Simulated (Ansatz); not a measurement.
# TiNH₂+ (septet): the correlation ladder, def2-SVP

One table from this session's results is given with a row withheld; the runs are named, their logs left out.

Computed with Ansatz 0.2.0, Gaussian basis. Level: def2-SVP, core rule «outside noble gas», up to 10 orbitals frozen.

To be run: UHF; CCSD(T) on ROHF; CCSD(T) on UHF; CISD as a restricted active space (open shells left free, so some higher excitations enter); CCSDT(Q) on ROHF; CCSDT(Q) on UHF.

25 further runs of the same task are left out: 11 for a known fault of the program, 5 that didn't finish, 9 set aside as unsound or not needed. Runs told in other sessions of the task aren't counted.

## The system

The geometry is a PBE0/def2-TZVP stationary point (not a proven minimum) of the parent state, kept for this charge and spin.

4 atoms, charge 1, spin multiplicity 7.

Atoms are counted from 1 here; the program's logs count them from 0.

Bond lengths: Ti1–N2 2.213 Å, N2–H3 1.023 Å, N2–H4 1.024 Å. Angles: Ti1–N2–H3 125.8°, Ti1–N2–H4 126.9°, H3–N2–H4 107.3°.

Geometry (Å):

```xyz
4

Ti    0.0000    0.0000    0.5741
N     0.0000   -0.0007   -1.6388
H     0.0000    0.8291   -2.2378
H     0.0000   -0.8195   -2.2539
```

Set-up of the first run:

in.yaml reads:

```yaml
crystal:
  periodic: [false, false, false]
  atoms:
    - {symbol: Ti, position_ang: [0.000000, -0.000006, 0.574128]}
    - {symbol: N, position_ang: [0.000000, -0.000668, -1.638816]}
    - {symbol: H, position_ang: [0.000000, 0.829097, -2.237756]}
    - {symbol: H, position_ang: [0.000000, -0.819548, -2.253941]}
basis:
  gaussian: {orbitals: def2-SVP}
total_charge: 1
magnetization: {spin_polarized: true, initial_magnetization: 6}
hamiltonian: {xc: hf}
output: {orbitals: {seedname: orbitals}}
```

Command:

```console
$ ansatz run in.yaml --threads 1 --pin off --events-out ev --progress --plain --max-ram 2393MiB
```

Steps of the session up to this table: UHF; CCSD(T) on ROHF; CCSD(T) on UHF; CISD as a restricted active space (open shells left free, so some higher excitations enter); CCSDT(Q) on ROHF; CCSDT(Q) on UHF.

One of the session's tables, all rows but one given; the rest of the session is left out.

| method | from RCCSDT(Q) (kJ/mol) |
| --- | --- |
| ROHF | +436.7 |
| UHF | +416.4 |
| RMP2 | +79.4 |
| UMP2 | ? |
| RCCSD | +9.1 |
| UCCSD | +2.4 |
| RCCSD(T) | +2.1 |
| UCCSD(T) | -4.5 |
| RCCSDT | +0.3 |
| UCCSDT | -6.3 |
| RCCSDT(Q) | 0 |
| UCCSDT(Q) | -6.6 |

**Question.** Estimate the row for UMP2.

**Answer.** from RCCSDT(Q) (kJ/mol): +72.2. In the column «from RCCSDT(Q) (kJ/mol)» it lies between RCCSD (+9.1) and RMP2 (+79.4).

Not comparable, so not listed: CISD as a restricted active space (open shells left free, so some higher excitations enter) (they don't share determinant, frozen orbitals or solution with the rows shown, or repeat one).

Caveats from the session: Restricted and unrestricted rows rest on different reference determinants; a gap between their highest levels can come from leftover correlation error, from unlike frozen cores or from another state.
